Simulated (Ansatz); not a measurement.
**B₂F₂H₄O₂: a ladder of functionals and wavefunction methods**

An exercise on one series of results from a longer session: the logs are not shown, and one member is left open.

Program: Ansatz 0.2.0, Gaussian basis. Level of theory: functionals in def2-TZVPP, the program's frozen cores in correlated methods. These are calculated values, not measurements.

Levels to be run: LDA (SPW92), PBE-D4, revPBE-D4, BLYP-D4, r2SCAN-D4, B97M-V, PBE0-D4, B3LYP-D4, r2SCANh-D4, r2SCAN0-D4, HSE06-D4, BHLYP-D4, CAM-B3LYP-D4, LC-ωPBE, ωB97X-V, ωB97M-V, B2PLYP, PBE-QIDH; CCSD(T)/def2-SVP; CCSD(T)/def2-TZVPP; MP2/def2-QZVPP; extrapolation to the limit; RPA on PBE.

### The geometry

The geometry comes from an earlier relaxation with PBE0-D4 in a triple-zeta def2 set; it is a stationary point, not always the lowest conformer.

SMILES `F[B@H-]1[OH+][B@@H-](F)[OH+]1`, 10 atoms, charge 0, spin multiplicity 1.

Atoms are counted from 1 here; the program's logs count them from 0.

Bond lengths: F1–B2 1.343 Å, B2–O3 1.550 Å, B2–O6 1.550 Å, B2–H7 1.204 Å, O3–B4 1.550 Å, O3–H8 0.960 Å, B4–F5 1.343 Å, B4–O6 1.550 Å, B4–H9 1.204 Å, O6–H10 0.960 Å. Angles: F1–B2–O3 111.5°, F1–B2–O6 111.5°, F1–B2–H7 117.0°, O3–B2–O6 88.1°, O3–B2–H7 112.6°, O6–B2–H7 112.6°, B2–O3–B4 90.6°, B2–O3–H8 115.6°, B4–O3–H8 115.6°, O3–B4–F5 111.5°, O3–B4–O6 88.1°, O3–B4–H9 112.6°, F5–B4–O6 111.5°, F5–B4–H9 117.0°, O6–B4–H9 112.6°, B2–O6–B4 90.6°, B2–O6–H10 115.6°, B4–O6–H10 115.6°.

The first run:

The input, in.yaml:

```yaml
crystal:
  periodic: [false, false, false]
  atoms:
    - {symbol: F, position_ang: [-1.311020, 1.427947, 1.124687]}
    - {symbol: B, position_ang: [-0.392259, 0.471782, 0.912611]}
    - {symbol: O, position_ang: [-0.913260, -0.610435, -0.067045]}
    - {symbol: B, position_ang: [0.311728, -0.388315, -0.990314]}
    - {symbol: F, position_ang: [-0.064092, -0.095491, -2.245848]}
    - {symbol: O, position_ang: [0.626162, 0.893193, -0.177156]}
    - {symbol: H, position_ang: [0.139680, -0.001681, 1.883938]}
    - {symbol: H, position_ang: [-1.001738, -1.493224, 0.299232]}
    - {symbol: H, position_ang: [1.152907, -1.239596, -0.854890]}
    - {symbol: H, position_ang: [1.534992, 0.984521, 0.117785]}
basis:
  gaussian: {orbitals: def2-TZVPP}
hamiltonian: {xc: lda}
output: {orbitals: {seedname: orbitals}}
```

Run with:

```sh
$ ansatz run in.yaml --threads 4 --pin off --events-out ev --progress --plain --max-ram 10444MiB
```

Steps of the session up to this table: LDA; PBE-D4 (GGA); revPBE-D4 (GGA); BLYP-D4 (GGA); r2SCAN-D4 (meta-GGA); B97M-V (meta-GGA); B3LYP-D4 (hybrid); r2SCANh-D4 (hybrid); r2SCAN0-D4 (hybrid); HSE06-D4 (hybrid); BHLYP-D4 (hybrid); CAM-B3LYP-D4 (range-separated); LC-ωPBE (range-separated); ωB97X-V (range-separated); ωB97M-V (range-separated); B2PLYP (double hybrid); PBE-QIDH (double hybrid).

One table of the session follows, with a row left open; its other results are not shown here.

It belongs to the step «Orbital energies across the functionals». 

```
  functional  HOMO (eV)  LUMO (eV)  gap (eV)
 LDA (SPW92)      -7.87      -0.74      7.13
      PBE-D4      -7.75      -0.62      7.13
   revPBE-D4      -7.69      -0.56      7.13
     BLYP-D4      -7.71      -0.68      7.04
   r2SCAN-D4      -8.15       0.14      8.30
      B97M-V      -8.26      -0.32      7.94
     PBE0-D4          ?          ?         ?
    B3LYP-D4      -9.22      -0.13      9.09
  r2SCANh-D4      -8.77       0.41      9.18
  r2SCAN0-D4      -9.70       0.77     10.46
    HSE06-D4      -9.01      -0.10      8.91
    BHLYP-D4     -11.07       0.86     11.94
CAM-B3LYP-D4     -10.95       1.00     11.95
     LC-ωPBE     -12.26       2.34     14.60
     ωB97X-V     -11.94       2.16     14.09
     ωB97M-V     -11.81       1.65     13.45
```

Q: Estimate the row for PBE0-D4 from the others.

**Answer.** HOMO (eV): -9.42; LUMO (eV): 0.26; gap (eV): 9.68. In the column «HOMO (eV)» it lies between r2SCAN0-D4 (-9.70) and B3LYP-D4 (-9.22).
